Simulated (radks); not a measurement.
# The Coulomb parameter U of the 4d shell of Mo

One table from this session's results is given with a row withheld; the runs are named, their logs left out.

Method: scalar-relativistic Kohn-Sham, r2SCAN, spin-unpolarised, spherical densities, finite nucleus. Code: radks (a radial shooting solver on a logarithmic mesh, Libxc functionals) version 1.

### The atom as given

```
element            : molybdenum (Z = 42)
charge             : 0
electrons          : 42
configuration      : [Kr] 4d4.5 5s1.5
nuclear rms radius : 4.4091 fm
```

The first run:

Settings of this run:

```text
Z 42
configuration [Kr] 4d4.5 5s1.5
relativity scalar-relativistic
functional r2scan,r2scan
spin unpolarised
nucleus finite rms 4.4091 fm
c 137.035999084
```

Among the steps run: Start: [Kr] 4d4.5 5s1.5.

One of the session's tables, all rows but one given; the rest of the session is left out.

It belongs to the step «Start: [Kr] 4d4.5 5s1.5». From the orbitals of this run (lengths in bohr):

| level | <r> | outermost maximum (interpolated) | 90 % within | nodes |
| --- | --- | --- | --- | --- |
| 2p | 0.1340 | 0.104 | 0.218 | 0 |
| 3s | 0.4278 | 0.383 | 0.632 | 2 |
| 3p | 0.4299 | 0.377 | 0.649 | 1 |
| 3d | 0.4153 | 0.324 | 0.663 | 0 |
| 4s | 1.110 | 0.990 | 1.62 | 3 |
| 4p | ? | ? | ? | ? |
| 4d | 1.924 | 1.37 | 3.18 | 1 |
| 5s | 3.516 | 2.94 | 5.26 | 4 |

Estimate the missing values for 4p.

As computed: <r>: 1.236; outermost maximum (interpolated): 1.07; 90 % within: 1.84; nodes: 2. In the column «<r>» it lies between 4s (1.110) and 4d (1.924).
